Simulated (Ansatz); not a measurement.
# HfGe3: the cost of one run

Program: Ansatz 0.2.0. Level of theory: DFT PBE, scalar-relativistic, plane waves, PAW. These are calculated values, not measurements.

1 further run of the same task is left out (it didn't finish).

## Step 1: The system as given

The structure is cubic, space group Fm-3m (No. 225). The conventional cell has a = 7.318 Å, b = 7.318 Å, c = 7.318 Å, α = 90.00°, β = 90.00°, γ = 90.00°. Hf (site symmetry m-3m) has 8 Ge at 3.17 Å in its first shell of neighbours. Ge (site symmetry -43m) has 4 Hf at 3.17 Å and 4 Ge at 3.17 Å in its first shell of neighbours. Ge (site symmetry m-3m) is surrounded by 8 Ge at 3.17 Å.

As a file:

```cif
data_structure
_symmetry_space_group_name_H-M 'P 1'
_symmetry_Int_Tables_number 1
_cell_length_a 5.1746
_cell_length_b 5.1746
_cell_length_c 5.1746
_cell_angle_alpha 60.000
_cell_angle_beta 60.000
_cell_angle_gamma 60.000
_cell_volume 97.98
loop_
_atom_site_label
_atom_site_type_symbol
_atom_site_fract_x
_atom_site_fract_y
_atom_site_fract_z
_atom_site_occupancy
Hf1 Hf 0.00000 0.00000 0.00000 1
Ge1 Ge 0.25000 0.25000 0.25000 1
Ge2 Ge 0.50000 0.50000 0.50000 1
Ge3 Ge 0.75000 0.75000 0.75000 1
```

Recipe of the guess: species swapped into a database cell of HoMg3 (Fm-3m, No. 225), with Hf on the Ho sites and Ge on the Mg sites. The dimensions are guesses.

## Step 2: The guess as it stands, on a coarse mesh

The input, input.yaml:

```yaml
crystal:
  lattice:
    - [0.0, 3.65902053, 3.65902053]
    - [3.65902053, 0.0, 3.65902053]
    - [3.65902053, 3.65902053, 0.0]
  atoms:
    - { symbol: Hf, position: [0.0, 0.0, 0.0] }
    - { symbol: Ge, position: [0.25, 0.25, 0.25] }
    - { symbol: Ge, position: [0.5, 0.5, 0.5] }
    - { symbol: Ge, position: [0.75, 0.75, 0.75] }
basis:
  ecutwfc: 420
kpoints:
  mp_grid: { grid: [4, 4, 4] }
hamiltonian:
  xc: pbe
scf:
  occupations: { method: gaussian, width: 0.1 }
  lower_state_search: "off"
output:
  forces: true
  stress: true
  eigenvalues: true
```

Run with:

```
ansatz run input.yaml --threads 1 --pin off --max-ram 2560MiB --backend cpu --events-out ev --progress --plain --runs-dir out
```

**Question.** How long does this run take on 1 thread of Intel Xeon at 2.50GHz (Skylake/Cascade Lake), shared host, and how much memory does it need?

About 4.4 s, with a peak of 0.39 GiB.
